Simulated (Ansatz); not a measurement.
# CH4N2Sn, SMILES N=[C]1[NH][SnH2]1: an atomisation energy

Program: Ansatz 0.2.0 through its Python package.

Contents of `ch4n2sn.xyz`:
```text
8

N     0.05320    1.83040   -0.88040
C     0.16520    0.76520   -0.25130
N     0.99320   -0.04550    0.71800
Sn   -0.48000   -1.04030    0.11270
H    -0.81710    1.99000   -1.53850
H     1.87860   -0.05220    1.33120
H    -0.02850   -2.32990   -0.96360
H    -1.67240   -1.17500    1.41610
```

Notebook, run cell by cell (the value of a cell's last expression is shown):

```python
from collections import Counter

import ansatz as az
```

```python
BASIS = "def2-TZVP"
XC = "r2scan"
```

```python
def energy_of(molecule, charge=0, unpaired=0):
    calc = molecule.calculation().basis(gaussian=BASIS).functional(XC)
    if charge:
        calc = calc.charge(charge)
    if unpaired:
        calc = calc.spin("collinear", total=unpaired)
    return calc.run(threads=1, backend="cpu").report["free_energy_ev"]

mol = az.Crystal.molecule_from_extxyz("ch4n2sn.xyz")
```

```python
# unpaired electrons of the ground-state atoms
unpaired = {"N": 3, "C": 2, "Sn": 2, "H": 1}
counts = Counter(site.symbol for site in mol.cartesian_sites)
atom_energy = {s: energy_of(az.Crystal.molecule().atom(s, (0, 0, 0)), 0, unpaired[s]) for s in counts}
whole = energy_of(mol, 0, 0)
for s, e in atom_energy.items():
    print(f"{s:2s} x{counts[s]}  {e:14.5f} eV")
print(f"CH4N2Sn: {whole:.5f} eV")
split = sum(counts[s] * e for s, e in atom_energy.items()) - whole
print(f"atomisation energy (no zero-point term): {23.060548 * split:.1f} kcal/mol, {split / sum(counts.values()):.3f} eV an atom")
```

    N  x2     -1485.22506 eV
    C  x1     -1029.48623 eV
    Sn x1     -5832.23385 eV
    H  x4       -13.60370 eV
    CH4N2Sn: -9911.04763 eV
    atomisation energy (no zero-point term): 564.1 kcal/mol, 3.058 eV an atom

564.1 kcal/mol from the electronic energies, without the zero-point term.

Total energies depend on the basis set; only differences at equal settings carry meaning. The geometry is a force-field or estimated start, not a minimum of this method, and the basis set is short of its limit. All parts are taken at fixed geometry, without zero-point energy. def2 sets replace the cores of elements past krypton by effective core potentials. The spin-orbit lowering of heavy atoms is left out. Timing: 11 s on 1 thread of Arm Neoverse V2, on a shared host, peak memory 0.26 GiB.
